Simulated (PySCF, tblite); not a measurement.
# C4H3B2F3O: geometry, infrared bands and NMR shifts

Aim: predict the infrared bands and NMR shifts of C4H3B2F3O (`FBc1occc1B(F)F`).

The runs use tblite 0.8.0 and PySCF 2.14.0, with density-fitted response routines of our own; the level of theory stands in each step. All values are computed, except where a source is named. Atoms are numbered from 0 throughout.

## Step 1: Starting geometry

13 atoms, charge 0, multiplicity 1; geometry from: force field or distance geometry start.

Bonds of the start (Å): F0–B1 1.44, B1–C2 1.59, C2–O3 1.31, O3–C4 1.32, C4–C5 1.38, C5–C6 1.38, C6–B7 1.55, B7–F8 1.46, B7–F9 1.46, C6–C2 1.37, B1–H10 1.18, C4–H11 1.07, C5–H12 1.08.

## Step 2: Relaxing the molecule with GFN2-xTB

What the job is given:

```
{"job": {"kind": "relax", "xc": "GFN2-xTB", "basis": "xTB"}, "charge": 0, "multiplicity": 1}
F     -2.425700     1.539900     0.896300
B     -1.431200     1.627900    -0.145000
C     -0.082200     0.788600    -0.064700
O      1.097000     1.363900    -0.113300
C      2.034200     0.437700    -0.025500
C      1.422100    -0.797100     0.053400
C      0.059000    -0.571800     0.030000
B     -1.050800    -1.653400     0.113500
F     -2.419500    -1.185200     0.320500
F     -0.798900    -2.981800    -0.431100
H     -1.390200     2.632600    -0.755500
H      3.092500     0.570700    -0.036600
H      1.889400    -1.771500     0.140300
```

Started as:

```console
$ OMP_NUM_THREADS=1 python probes_run.py task.json out
```

The driver reads the jobs from task.json and runs them one after another.

What it wrote:

```text
step      E/eV     max force
  0    -841.09207    3.743
  1    -841.89027    2.521
  2    -842.14536    3.101
  3    -842.29390    1.000
  4    -842.36721    0.543
  5    -842.40907    0.494
  6    -842.42395    0.461
  7    -842.44015    0.261
  8    -842.44716    0.243
  9    -842.45204    0.156
 10    -842.45465    0.118
 11    -842.45701    0.144
 12    -842.45916    0.157
 13    -842.46167    0.190
 14    -842.46501    0.159
 15    -842.47002    0.209
 16    -842.47682    0.209
 17    -842.48428    0.207
 18    -842.49196    0.230
 19    -842.50130    0.269
 20    -842.50925    0.239
 21    -842.51550    0.242
 22    -842.52034    0.183
 23    -842.52419    0.355
 24    -842.52876    0.297
 25    -842.53327    0.225
 26    -842.53912    0.186
 27    -842.54091    0.119
 28    -842.54415    0.153
 29    -842.54797    0.160
 30    -842.55319    0.184
 31    -842.55658    0.261
 32    -842.55825    0.201
 33    -842.56103    0.128
 34    -842.56234    0.094
 35    -842.56449    0.105
 36    -842.56585    0.104
 37    -842.56727    0.093
 38    -842.56836    0.099
 39    -842.56925    0.077
 40    -842.56973    0.052
 41    -842.57003    0.044
 42    -842.57021    0.036
 43    -842.57030    0.022
 44    -842.57036    0.018
 45    -842.57043    0.023
 46    -842.57052    0.028
 47    -842.57061    0.027
 48    -842.57067    0.017
 49    -842.57071    0.012
 50    -842.57073    0.012
 51    -842.57074    0.011
 52    -842.57076    0.009
```

Wall time 0.31 s (1 thread of Arm Neoverse V1, shared host).

The steps of the relaxation: (not every step is listed)

```csv
step,energy from step 0 (eV),largest force (eV/Å)
0,0.0000,3.7435
1,-0.7982,2.5213
2,-1.0533,3.1009
3,-1.2018,0.9998
4,-1.2751,0.5426
5,-1.3170,0.4943
6,-1.3319,0.4609
7,-1.3481,0.2610
8,-1.3551,0.2430
11,-1.3649,0.1439
14,-1.3729,0.1587
17,-1.3922,0.2066
20,-1.4172,0.2391
23,-1.4321,0.3554
26,-1.4470,0.1862
29,-1.4559,0.1602
32,-1.4662,0.2009
35,-1.4724,0.1049
38,-1.4763,0.0991
41,-1.4780,0.0442
44,-1.4783,0.0180
47,-1.4785,0.0268
48,-1.4786,0.0165
49,-1.4786,0.0120
50,-1.4787,0.0118
51,-1.4787,0.0110
52,-1.4787,0.0093
```

Close pairs (by a distance rule), those that changed most:

```csv
bond,before (Å),after (Å),change (Å)
B7–F8,1.461,1.313,-0.148
B7–F9,1.458,1.323,-0.135
F0–B1,1.443,1.312,-0.130
B1–C2,1.591,1.543,-0.048
C2–O3,1.313,1.353,+0.041
C5–C6,1.382,1.422,+0.040
C2–C6,1.371,1.398,+0.027
C4–C5,1.380,1.363,-0.018
```

The next job starts from the end point, and lists it.

## Step 3: Infrared spectrum with GFN2-xTB

What the job is given:

```
{"job": {"kind": "ir", "xc": "GFN2-xTB", "basis": "xTB"}, "charge": 0, "multiplicity": 1}
F     -2.546067     1.304174     0.114461
B     -1.330231     1.779027    -0.019404
C     -0.120712     0.821704    -0.035802
O      1.116445     1.364601    -0.117336
C      2.012988     0.379550    -0.112017
C      1.397817    -0.833461    -0.027806
C      0.001704    -0.569890     0.022876
B     -1.090174    -1.658448     0.121935
F     -2.385854    -1.447461     0.084989
F     -0.760708    -2.933514     0.246133
H     -1.206106     2.940607    -0.119455
H      3.048915     0.653402    -0.168350
H      1.857594    -1.799806    -0.007953
```

What it wrote:

```text
mode    cm-1     km/mol
  1      16.4      0.11
  2      80.3      0.04
  3     106.6      0.09
  4     156.5      2.94
  5     158.9      3.72
  6     199.7      0.17
  7     310.1      9.75
  8     387.6      0.22
  9     424.3      3.32
 10     513.1     64.62
 11     590.1     30.69
 12     605.7      4.10
 13     662.5     77.51
 14     693.7     57.86
 15     750.7     58.02
 16     800.0      4.12
 17     845.8      4.44
 18     875.6      2.23
 19     987.5     20.36
 20    1026.4     13.64
 21    1077.3     38.93
 22    1115.0      3.15
 23    1178.6    251.08
 24    1203.7     37.98
 25    1257.1    299.78
 26    1283.2     33.97
 27    1317.5    446.08
 28    1367.3    135.49
 29    1446.4    316.47
 30    1524.4     68.42
 31    2632.1    110.36
 32    3161.2      0.98
 33    3193.3      4.26
```

Run time: 0.38 s. Hardware: 1 thread of Arm Neoverse V1, shared host.

Which atoms move in the most intense modes:

```csv
cm⁻¹,km/mol,atoms
662,77.5,"C6 45 %, C2 15 %, B7 11 %"
1179,251.1,"C6 17 %, C4 16 %, C5 12 %, O3 11 %"
1257,299.8,"B7 59 %, F9 17 %"
1318,446.1,"B1 39 %, B7 16 %, F0 13 %, C2 11 %"
1367,135.5,"C6 28 %, C5 25 %, C2 22 %"
1446,316.5,"C4 29 %, C6 25 %, C5 16 %, C2 12 %"
1524,68.4,"C6 26 %, C5 25 %, C2 21 %, C4 20 %"
2632,110.4,H10 92 %
```

## Step 4: NMR shieldings: PBE0/pcSseg-1

Same as in step 3 but for these lines:

```diff
@@ -1,2 +1,2 @@
-{"job": {"kind": "ir", "xc": "GFN2-xTB", "basis": "xTB"}, "charge": 0, "multiplicity": 1}
+{"job": {"kind": "nmr", "xc": "PBE0", "basis": "pcSseg-1"}, "charge": 0, "multiplicity": 1}
 F     -2.546067     1.304174     0.114461
```

Level: GIAO PBE0/pcSseg-1 NMR shielding, non-relativistic, gas phase.

What it wrote:

```text
coarse grid: 12720 points
cycle   1  E = -578.0072414083  dE =  1.733e+00  |g| = 7.912e-01  |ddm| = 3.491e+00
cycle   2  E = -577.9133073407  dE =  9.393e-02  |g| = 1.148e+00  |ddm| = 1.100e+00
cycle   3  E = -578.1100932903  dE = -1.968e-01  |g| = 7.952e-02  |ddm| = 6.545e-01
cycle   4  E = -578.1108972440  dE = -8.040e-04  |g| = 4.998e-02  |ddm| = 8.815e-02
cycle   5  E = -578.1113782205  dE = -4.810e-04  |g| = 1.329e-02  |ddm| = 4.410e-02
cycle   6  E = -578.1114102302  dE = -3.201e-05  |g| = 6.613e-03  |ddm| = 1.529e-02
cycle   7  E = -578.1114185924  dE = -8.362e-06  |g| = 1.112e-03  |ddm| = 4.762e-03
final grid: 129384 points
cycle   8  E = -578.1917719366  dE = -7.552e-05  |g| = 1.044e-02  |ddm| = 3.179e-02
cycle   9  E = -578.1917348597  dE =  3.708e-05  |g| = 1.759e-02  |ddm| = 1.657e-02
cycle  10  E = -578.1917909783  dE = -5.612e-05  |g| = 1.956e-03  |ddm| = 1.118e-02
cycle  11  E = -578.1917918166  dE = -8.382e-07  |g| = 4.798e-04  |ddm| = 1.920e-03
cycle  12  E = -578.1917918636  dE = -4.709e-08  |g| = 1.627e-04  |ddm| = 4.664e-04
cycle  13  E = -578.1917918692  dE = -5.540e-09  |g| = 4.811e-05  |ddm| = 1.558e-04
cycle  14  E = -578.1917918697  dE = -5.430e-10  |g| = 1.583e-05  |ddm| = 5.480e-05
converged SCF energy = -578.1917918697

GIAO shielding tensors (ppm)
atom      isotropic    diamagn.    paramagn.     s11        s22        s33       span
  0 F      212.396     468.315    -255.919      9.206    120.641    507.341    498.135
  1 B       60.093     191.725    -131.632     27.191     63.273     89.816     62.625
  2 C       12.490     255.494    -243.004    -77.598      9.568    105.498    183.096
  3 O      -12.528     398.137    -410.665   -191.534    -99.851    253.801    445.335
  4 C       30.682     253.093    -222.411    -50.564     35.205    107.405    157.969
  5 C       60.696     254.636    -193.940    -29.134     53.421    157.802    186.936
  6 C       54.640     256.999    -202.359    -23.855     23.271    164.505    188.360
  7 B       76.926     194.354    -117.428     68.691     78.753     83.334     14.643
  8 F      250.699     467.883    -217.183     89.898    296.148    366.052    276.155
  9 F      254.083     468.051    -213.967    101.655    296.594    364.000    262.345
 10 H       26.211      28.398      -2.187     23.431     27.062     28.139      4.708
 11 H       23.735      29.736      -6.001     20.816     24.920     25.467      4.651
 12 H       24.417      32.026      -7.609     21.873     24.252     27.125      5.252
```

Wall time 29 s (1 thread of Arm Neoverse V1, shared host); peak memory 0.82 GiB.

Shifts follow as δ = σ(reference) − σ, with reference shieldings (ppm) from runs at the same level and on the same kind of geometry: ¹H TMS 31.72, ¹³C TMS 186.9, ¹⁹F CFCl3 170.9, ¹⁷O H2O 336.1, ¹¹B BF3·OEt2 100.1. The references are single molecules in the gas phase, so shifts against H2O, NH3, PH3, H3PO4 or CFCl3 are not on the usual liquid scales and can be off by tens of ppm. Atoms listed in one row are averaged.

```csv
atoms,environment,σ (ppm),δ (ppm),δ scaled to CDCl3
C2,substituted aromatic carbon next to the ring oxygen,12.5,174.4,168.3
C4,aromatic CH next to the ring oxygen,30.7,156.2,150.6
C6,substituted aromatic carbon,54.6,132.3,127.2
C5,aromatic CH,60.7,126.2,121.3
H11,hydrogen on an aromatic CH next to the ring oxygen,23.73,7.98,7.63
H12,hydrogen on an aromatic CH,24.42,7.30,6.99
H10,"hydrogen on a boron bonded to C, F",26.21,5.51,–
F0,fluorine bonded to B,212.4,-41.5,–
"F8, F9",fluorine bonded to B,252.4,-81.4,–
B1,"boron bonded to C, F, H",60.1,40.0,–
B7,"boron bonded to C, 2 F",76.9,23.1,–
O3,aromatic ring oxygen,-12.5,348.6,–
```

The scaled column applies a straight-line fit of computed shieldings to shifts measured in CDCl3, and one for carbons that bear F (root-mean-square error 0.16 ppm for H, 1.9 ppm for C).

The run also stored atomic charges by several schemes (e):

```csv
atoms,Mulliken,IAO,Hirshfeld,ESP fit
F0,-0.27,-0.29,-0.12,-0.25
B1,0.51,0.37,0.21,0.43
C2,0.04,0.02,-0.01,0.05
O3,-0.35,-0.20,-0.04,-0.24
C4,0.20,0.04,0.03,0.16
C5,-0.15,-0.20,-0.07,-0.44
C6,-0.33,-0.21,-0.11,-0.08
B7,0.76,0.71,0.31,0.66
"F8, F9",-0.28,-0.31,-0.14,-0.28
```

Mayer bond orders: F0–B1 1.15, B1–C2 1.02, C2–O3 1.02, O3–C4 1.12, C4–C5 1.54, C5–C6 1.30, C6–B7 0.96, B7–F8 1.13, B7–F9 1.12, C6–C2 1.44.

Ring of atoms C2, O3, C4, C5, C6: NICS(0) -11.4, NICS(1) -11.2, NICS(1)zz -27.9 ppm (means of both faces).

## Step 5: Summary of results

```
                                                                 quantity                           value
                                strongest single infrared mode (GFN2-xTB)           1318 cm⁻¹, 446 km/mol
                                             zero-point energy (GFN2-xTB)                   45.7 kcal/mol
                                   ¹³C shifts against TMS (PBE0/pcSseg-1)  174.4, 156.2, 132.3, 126.2 ppm
                                    ¹H shifts against TMS (PBE0/pcSseg-1)            7.98, 7.30, 5.51 ppm
¹⁹F shifts against CFCl3 (PBE0/pcSseg-1, means over atoms taken as alike)                -41.5, -81.4 ppm
                              ¹¹B shifts against BF3·OEt2 (PBE0/pcSseg-1)                  40.0, 23.1 ppm
                                   ¹⁷O shifts against H2O (PBE0/pcSseg-1)                       348.6 ppm
```

Over 52 steps the energy fell by 1.479 eV; of the close pairs, B7–F8 changed most, 1.461 to 1.313 Å. No mode is imaginary among the 33: a minimum at this level. The strongest single mode, at 1318 cm⁻¹, is spread over several atoms, B1, B7, F0, C2 among them. GFN2-xTB is a fitted tight-binding method: band positions and strengths are rough. Its intensities can rank the bands wrongly. At PBE0/pcSseg-1: The largest span, 498 ppm, is at F0, where the paramagnetic term is -256 ppm. NICS(1)zz of -28 ppm above the planar ring from C2 marks a diatropic (aromatic) ring current.
